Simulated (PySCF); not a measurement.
# BrH2S (H ... Br- ... HS): the cost of one run

Computed with PySCF 2.14.0 and routines of our own; the level stands in each step. Atoms count from 0.

### Step 1. The system as given

4 atoms, charge -1, high-spin multiplicity 3; geometry from: GFN2-xTB fragments, placed rigidly.

The system (radical pair across a spacer): H···Br-···HS. The radical centres are 4.32 Å apart; the spin sites are atom 0 (1 unpaired) and atoms 1, 2 (1 unpaired).

### Step 2. Magnetic exchange: CASSCF and SC-NEVPT2/def2-TZVP (2,2)

Job settings and geometry (Å):

```
{"job": {"kind": "cas", "basis": "def2-TZVP", "active": "magnetic", "zfs": true}, "charge": -1, "high_spin_multiplicity": 3, "spin_sites": [[[0], 1], [[1, 2], 1]]}
H      0.000000     0.000000    -2.928800
S      0.000000     0.000000     1.395200
H     -0.000000    -0.000000     2.725800
Br     0.000000     0.000000    -1.192300
```

Level: CASSCF and SC-NEVPT2/def2-TZVP spin states, gas phase.

Command:

```sh
OMP_NUM_THREADS=1 python exch_run.py task.json out
```

This one command runs all jobs of the session in turn.

**Question.** How long does this run take on 1 thread of Arm Neoverse V1, shared host?

About 3.7 s.
